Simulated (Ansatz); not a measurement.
# Ba: the cost of one run

Method: DFT PBE, scalar-relativistic, plane waves, PAW, in Ansatz 0.2.0.

### 1 The structure to begin with

The structure is hexagonal, space group P6/mmm (No. 191). The conventional cell has a = 7.758 Å, b = 7.758 Å, c = 23.800 Å, α = 90.00°, β = 90.00°, γ = 120.00°. Ba (site symmetry -6m2) is surrounded by 3 Ba at 4.48 Å.

Coordinates:

```cif
data_structure
_symmetry_space_group_name_H-M 'P6/mmm'
_symmetry_Int_Tables_number 191
_cell_length_a 7.7575
_cell_length_b 7.7575
_cell_length_c 23.8000
_cell_angle_alpha 90.000
_cell_angle_beta 90.000
_cell_angle_gamma 120.000
_cell_volume 1240.38
loop_
_atom_site_label
_atom_site_type_symbol
_atom_site_symmetry_multiplicity
_atom_site_Wyckoff_symbol
_atom_site_fract_x
_atom_site_fract_y
_atom_site_fract_z
_atom_site_occupancy
Ba1 Ba 2 c 0.33333 0.66667 0.00000 1
```

The cell was relaxed beforehand at this level, from a generated guess; it needn't be the stable form of this composition. At a tolerance of 0.05 Å it has layer group p6/mmm (No. 80); it has 26.06 Å²/atom, an uncorrected energy of +1.29 eV/atom over the standard state.

Only a and b are periodic; c spans vacuum, so the box's volume, pressure and space group aren't properties of the sheet.

### 2 Bands, states and charges

input.yaml

```yaml
crystal:
  lattice:
    - [7.7575386232, 0.0, 0.0]
    - [-3.8787693116, 6.7182255186, 0.0]
    - [0.0, 0.0, 23.8]
  atoms:
    - { symbol: Ba, position: [0.3333333333, 0.6666666667, 0.2941176471] }
    - { symbol: Ba, position: [0.6666666667, 0.3333333333, 0.2941176471] }
  periodic: [true, true, false]
basis:
  ecutwfc: 420
kpoints:
  mp_grid: { grid: [12, 12, 1] }
  band_path:
    path:
      - [0.0, 0.0, 0.0]
      - [0.5, 0.0, 0.0]
      - [0.33333333, 0.33333333, 0.0]
      - [0.0, 0.0, 0.0]
    npoints: 14
hamiltonian:
  xc: pbe
scf:
  occupations: { method: gaussian, width: 0.1 }
  n_extra_bands: 6
output:
  forces: true
  stress: true
  eigenvalues: true
  populations: true
  dos: { projected: true, de: 0.02, nscf_kmesh: { grid: [15, 15, 1] } }
  bader: true
  write_density: true
  write_potential: true
  elf: true
  volumetric_format: npy
```

Started as:

```bash
> ansatz run input.yaml --threads 1 --pin off --max-ram 2048MiB --backend cpu --events-out ev --progress --plain --runs-dir out
```

Q: Estimate wall time and peak memory on 1 thread of Arm Neoverse V1, shared host.

About 97 s, with a peak of 1.1 GiB.
